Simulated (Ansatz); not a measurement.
# BrH9Si4: the cost of one run

Computed with Ansatz 0.2.0 (DFT r2SCAN, Gaussian basis def2-SVP, and further levels as typed in the inputs, unless a step's input says otherwise).

### Step 1. The starting structure

Bond lengths: Si1–Si2 2.231 Å, Si2–Br3 2.254 Å, Si2–Si4 2.231 Å, Si2–Si5 2.231 Å, Si1–H6 1.470 Å, Si1–H7 1.470 Å, Si1–H8 1.470 Å, Si4–H9 1.470 Å, Si4–H10 1.470 Å, Si4–H11 1.470 Å, Si5–H12 1.470 Å, Si5–H13 1.470 Å, Si5–H14 1.470 Å. Angles (14 of 24 angles, heavy atoms first): Si1–Si2–Br3 109.6°, Si1–Si2–Si4 109.3°, Si1–Si2–Si5 109.3°, Br3–Si2–Si4 109.6°, Br3–Si2–Si5 109.6°, Si4–Si2–Si5 109.3°, Si2–Si1–H6 109.3°, Si2–Si1–H7 109.2°, Si2–Si1–H8 109.3°, Si2–Si4–H9 109.3°, Si2–Si4–H10 109.3°, Si2–Si4–H11 109.2°, Si2–Si5–H12 109.3°, Si2–Si5–H13 109.2°.

Structure file:

```xyz
14

Si   -1.5563   -1.4130   -0.1498
Si   -0.0215    0.0292    0.5859
Br   -0.1041    0.1411    2.8358
Si    2.0020   -0.6556   -0.0569
Si   -0.4278    2.0443   -0.2805
H    -1.2844   -2.7423    0.4164
H    -1.4937   -1.4782   -1.6172
H    -2.8902   -0.9580    0.2687
H     3.0126    0.2984    0.4228
H     2.2668   -1.9864    0.5091
H     2.0447   -0.7250   -1.5249
H    -1.7640    2.4925    0.1382
H    -0.3716    1.9598   -1.7472
H     0.5875    2.9930    0.1996
```

### Step 2. Relaxing the atoms: BrH9Si4

input.yaml

```yaml
relax:
  f_tol: 0.001
  max_steps: 200
crystal:
  periodic: [false, false, false]
  atoms:
    - { symbol: Si, position_ang: [-1.5563, -1.413, -0.1498] }
    - { symbol: Si, position_ang: [-0.0215, 0.0292, 0.5859] }
    - { symbol: Br, position_ang: [-0.1041, 0.1411, 2.8358] }
    - { symbol: Si, position_ang: [2.002, -0.6556, -0.0569] }
    - { symbol: Si, position_ang: [-0.4278, 2.0443, -0.2805] }
    - { symbol: H, position_ang: [-1.2844, -2.7423, 0.4164] }
    - { symbol: H, position_ang: [-1.4937, -1.4782, -1.6172] }
    - { symbol: H, position_ang: [-2.8902, -0.958, 0.2687] }
    - { symbol: H, position_ang: [3.0126, 0.2984, 0.4228] }
    - { symbol: H, position_ang: [2.2668, -1.9864, 0.5091] }
    - { symbol: H, position_ang: [2.0447, -0.725, -1.5249] }
    - { symbol: H, position_ang: [-1.764, 2.4925, 0.1382] }
    - { symbol: H, position_ang: [-0.3716, 1.9598, -1.7472] }
    - { symbol: H, position_ang: [0.5875, 2.993, 0.1996] }
basis:
  gaussian: { orbitals: def2-SVP }
hamiltonian:
  xc: r2scan
```

Started as:

```sh
> ansatz run input.yaml --threads 6 --pin off --max-ram 8192MiB --backend cpu --events-out ev --progress --plain --runs-dir out
```

Q: Estimate wall time and peak memory on 6 threads of Arm Neoverse N1, shared host.

About 58 s, with a peak of 0.28 GiB.
